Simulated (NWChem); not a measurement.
**C2H5BrSn (SMILES C[CH2][Sn][Br]) at 3 levels**

Aim: a comparison of 3 runs (HF/def2-SVP, BLYP/def2-SVP, PBE0/def2-SVP) of C2H5BrSn. 

The results are computed with NWChem 7.3.0.

## 1. The structure to begin with

C2H5BrSn: 9 atoms, total charge 0, spin state singlet. As SMILES, `C[CH2][Sn][Br]`. Geometry: relaxed at PBE0-D4/def2-TZVP. This is one conformer, not always the lowest.

Bond lengths: C1–C2 1.524 Å, C2–Sn3 2.193 Å, Sn3–Br4 2.538 Å, C1–H5 1.092 Å, C1–H6 1.094 Å, C1–H7 1.094 Å, C2–H8 1.095 Å, C2–H9 1.096 Å. Some angles: C1–C2–Sn3 114.2°, C2–Sn3–Br4 94.6°, C1–C2–H8 111.2°, C1–C2–H9 110.5°, Sn3–C2–H8 107.4°, Sn3–C2–H9 106.1°, C2–C1–H5 111.2°, C2–C1–H6 111.6°, C2–C1–H7 112.0°, H8–C2–H9 107.0°.

## 2. Energy and gradient at HF/def2-SVP (core potential) (run 1)

File c2h5brsn.nw:

```
start c2h5brsn
memory 2200 mb

geometry units angstroms noautosym nocenter noautoz
C       -0.336700       0.919400       0.155300
C        0.397900      -0.334000       0.616400
Sn       1.443500      -1.404300      -0.986800
Br      -0.655100      -1.827900      -2.349500
H       -1.086100       0.681200      -0.602800
H       -0.852000       1.412000       0.985600
H        0.344500       1.658500      -0.277700
H        1.137700      -0.098600       1.389100
H       -0.305300      -1.052600       1.053200
end

basis spherical bse
C library def2-SVP
Sn library def2-SVP
Br library def2-SVP
H library def2-SVP
end

ecp bse
Sn library def2-SVP
end

scf
nopen 0
rhf
thresh 1e-08
maxiter 80
print medium
end

task scf gradient
```

Command:

```
nwchem c2h5brsn.nw > c2h5brsn.out
```

Output:

```text
[...]
  functions       =   111
[...]
  wavefunction    = RHF
[...]
         Total SCF energy =  -2864.084595461825
      One-electron energy =  -4773.482103492020
      Two-electron energy =   1554.178309952757
 Nuclear repulsion energy =    355.219198077437
        Time for solution =     38.4s
[...]
                         RHF ENERGY GRADIENTS
    atom               coordinates                        gradient
                 x          y          z           x          y          z
   1 C      -0.636271   1.737414   0.293474    0.003887  -0.004401   0.000191
   2 C       0.751922  -0.631168   1.164827   -0.000807   0.002301  -0.002761
   3 Sn      2.727819  -2.653742  -1.864782   -0.009040   0.001727  -0.000884
   4 Br     -1.237959  -3.454230  -4.439911    0.006247   0.002273   0.005055
   5 H      -2.052431   1.287281  -1.139127   -0.000645  -0.000830  -0.001471
   6 H      -1.610047   2.668293   1.862514   -0.000445   0.000275   0.000610
   7 H       0.651011   3.134111  -0.524777    0.000016   0.000092  -0.000365
   8 H       2.149941  -0.186327   2.625018    0.000981  -0.000245   0.000096
   9 H      -0.576933  -1.989126   1.990259   -0.000194  -0.001192  -0.000472
[...]
```

It took 50 s on 1 thread of AMD EPYC 7R13 (Zen 3), shared host; peak memory 0.1 GiB.

## 3. Energy and forces at BLYP/def2-SVP (core potential) (run 2)

File c2h5brsn.xyz:

```xyz
9
C2H5BrSn BLYP
C     -0.336700     0.919400     0.155300
C      0.397900    -0.334000     0.616400
Sn     1.443500    -1.404300    -0.986800
Br    -0.655100    -1.827900    -2.349500
H     -1.086100     0.681200    -0.602800
H     -0.852000     1.412000     0.985600
H      0.344500     1.658500    -0.277700
H      1.137700    -0.098600     1.389100
H     -0.305300    -1.052600     1.053200
```

File c2h5brsn.nw:

```
start c2h5brsn
title "C2H5BrSn BLYP"
memory stack 880 mb heap 220 mb global 1100 mb
geometry units angstroms noautosym nocenter noautoz
   load format xyz c2h5brsn.xyz
end
basis spherical bse
   C library def2-SVP
   Sn library def2-SVP
   Br library def2-SVP
   H library def2-SVP
end
ecp bse
   Sn library def2-SVP
end
dft
   xc becke88 lyp
   grid fine
   convergence energy 1e-08
   iterations 100
   mulliken
   print low
end
task dft gradient
```

Command:

```
nwchem c2h5brsn.nw > c2h5brsn.out
```

Output:

```text
[...]
 d= 0,ls=0.0,diis     1  -2867.1967831906 -3.22D+03  1.89D-02  5.43D-01     4.3
[...]
 d= 0,ls=0.0,diis    11  -2867.2667287622 -5.42D-09  5.62D-07  2.74D-09    33.5
         Total DFT energy =    -2867.266728762224
      One electron energy =    -4772.873322591246
           Coulomb energy =     1672.406147427252
    Exchange-Corr. energy =     -122.018751675667
 Nuclear repulsion energy =      355.219198077437
[...]
      Total Density - Mulliken Population Analysis
     ---------------------------------------------
    Atom       Charge   Shell Charges
 -----------   ------   -------------------------------------------------------
    1 C    6     5.95   1.98  0.92  0.06  2.14  0.81  0.03
    2 C    6     6.18   1.98  0.93  0.19  2.10  0.95  0.02
    3 Sn  22    21.59   0.44  1.60  1.42  0.46  2.74  3.26  1.03  0.52  9.69  0.43
    4 Br  35    35.29   2.00  2.00  1.99  1.48  0.49  6.00  5.97  2.36  2.98  8.18  1.75  0.08
    5 H    1     0.99   0.74  0.22  0.02
    6 H    1     1.01   0.75  0.23  0.02
    7 H    1     1.01   0.75  0.24  0.02
    8 H    1     1.00   0.75  0.22  0.02
    9 H    1     0.99   0.74  0.22  0.02
[...]
                         DFT ENERGY GRADIENTS
    atom               coordinates                        gradient
                 x          y          z           x          y          z
   1 C      -0.636271   1.737414   0.293474   -0.000400   0.000893  -0.001324
   2 C       0.751922  -0.631168   1.164827    0.001889  -0.003128  -0.001617
   3 Sn      2.727819  -2.653742  -1.864782   -0.018546   0.006041   0.003548
   4 Br     -1.237959  -3.454230  -4.439911    0.011089   0.003121   0.008351
   5 H      -2.052431   1.287281  -1.139127    0.007620   0.001548   0.007258
   6 H      -1.610047   2.668293   1.862514    0.005552  -0.005705  -0.008109
   7 H       0.651011   3.134111  -0.524777   -0.006318  -0.007931   0.004283
   8 H       2.149941  -0.186327   2.625018   -0.007276  -0.001864  -0.007710
   9 H      -0.576933  -1.989126   1.990259    0.006390   0.007025  -0.004679
 Task  times  cpu:       43.5s     wall:       43.5s
[...]
```

Wall time 45 s (1 thread of AMD EPYC 7R13 (Zen 3), shared host); peak memory 0.13 GiB.

## 4. Energy and gradient at PBE0/def2-SVP (core potential) (run 3)

File run.py:

```python
from ase import Atoms
from ase.calculators.nwchem import NWChem

molecule = Atoms(['C', 'C', 'Sn', 'Br', 'H', 'H', 'H', 'H', 'H'], positions=[
    [-0.336700, 0.919400, 0.155300],
    [0.397900, -0.334000, 0.616400],
    [1.443500, -1.404300, -0.986800],
    [-0.655100, -1.827900, -2.349500],
    [-1.086100, 0.681200, -0.602800],
    [-0.852000, 1.412000, 0.985600],
    [0.344500, 1.658500, -0.277700],
    [1.137700, -0.098600, 1.389100],
    [-0.305300, -1.052600, 1.053200],
])

calc = NWChem(
    label='work',
    theory='dft',
    memory='2200 mb',
    basis='def2-SVP',
    basispar='spherical bse',
    dft={'xc': 'pbe0', 'mult': '1', 'grid': 'fine', 'convergence': 'energy 1e-08', 'iterations': '100', 'mulliken': None},
    **{'ecp bse': {'Sn library': 'def2-SVP'}},
)
molecule.calc = calc

forces = molecule.get_forces()
print(f"energy = {molecule.get_potential_energy():.6f} eV")
print("forces (eV/A):")
for s, f in zip(molecule.symbols, forces):
    print(f"{s:2s} {f[0]:10.5f} {f[1]:10.5f} {f[2]:10.5f}")
print("dipole (e A):", molecule.get_dipole_moment().round(4))
```

Command:

```
export ASE_NWCHEM_COMMAND="nwchem PREFIX.nwi > PREFIX.nwo"
python run.py
```

Output:

```text
energy = -78013.953559 eV
forces (eV/A):
C     0.13863   -0.21196    0.10521
C    -0.09575    0.20039   -0.18147
Sn    0.29465   -0.10680   -0.05394
Br   -0.16527   -0.03229   -0.10799
H    -0.21572   -0.05764   -0.20954
H    -0.14444    0.14336    0.21644
H     0.16753    0.21140   -0.11035
H     0.20301    0.04931    0.21098
H    -0.18265   -0.19576    0.13071
dipole (e A): [0.3947 0.1525 0.3997]
```

The calculator wrote work.nwi:

```
title "work"

permanent_dir work

scratch_dir work

start work

geometry units angstrom nocenter noautosym noautoz
  C  -3.3670000000000000e-01 9.1940000000000000e-01 1.5529999999999999e-01
  C  3.9789999999999998e-01 -3.3400000000000002e-01 6.1639999999999995e-01
  Sn 1.4435000000000000e+00 -1.4043000000000001e+00 -9.8680000000000001e-01
  Br -6.5510000000000002e-01 -1.8279000000000001e+00 -2.3494999999999999e+00
  H  -1.0861000000000001e+00 6.8120000000000003e-01 -6.0280000000000000e-01
  H  -8.5199999999999998e-01 1.4119999999999999e+00 9.8560000000000003e-01
  H  3.4449999999999997e-01 1.6585000000000001e+00 -2.7770000000000000e-01
  H  1.1376999999999999e+00 -9.8599999999999993e-02 1.3891000000000000e+00
  H  -3.0530000000000002e-01 -1.0526000000000000e+00 1.0531999999999999e+00
end

memory 2200 mb

basis spherical bse noprint
   * library def2-SVP
end

dft
  xc pbe0
  mult 1
  grid fine
  convergence energy 1e-08
  iterations 100
  mulliken
end
ecp bse
  Sn library def2-SVP
end

task dft gradient
```

work.nwo, cut to the lines that bear on the results:

```text
[...]
         Total DFT energy =    -2866.959936903440
[...]
  wavefunction    = closed shell
                         DFT ENERGY GRADIENTS
    atom               coordinates                        gradient
                 x          y          z           x          y          z
   1 C      -0.636271   1.737414   0.293474   -0.002696   0.004122  -0.002046
   2 C       0.751922  -0.631168   1.164827    0.001862  -0.003897   0.003529
   3 Sn      2.727819  -2.653742  -1.864782   -0.005730   0.002077   0.001049
[... 5 lines of this table left out ...]
   9 H      -0.576933  -1.989126   1.990259    0.003552   0.003807  -0.002542
[...]
```

Wall time 42 s (1 thread of AMD EPYC 7R13 (Zen 3), shared host); peak memory 0.13 GiB.

## 5. All runs side by side

| run | level | iteration cap | module | energy (Eh) | dipole moment (D) | HOMO energy (eV) | LUMO energy (eV) | wall time |
| --- | --- | --- | --- | --- | --- | --- | --- | --- |
| 1 | HF/def2-SVP (core potential) | 80 | scf | -2864.084595 | 3.17 | -8.56 | 0.01 | 50 s |
| 2 | BLYP/def2-SVP (core potential) | 100 | dft | -2867.266729 | – | – | – | 45 s |
| 3 | PBE0/def2-SVP (core potential) | 100 | dft | -2866.959937 | 2.80 | -6.36 | -2.75 | 42 s |

## 6. What came out

| quantity | value |
| --- | --- |
| run 3: total energy | -2866.95994 Eh |
| run 3: dipole moment | 2.80 D |
| run 3: HOMO energy | -6.36 eV |
| run 3: LUMO energy | -2.75 eV |
| run 3: HOMO–LUMO gap | 3.61 eV |
| run 3: largest force on an atom | 0.318 eV/Å |

Totals of different functionals can't be ranked against each other. All runs together took 2.3 min, the longest 50 s.
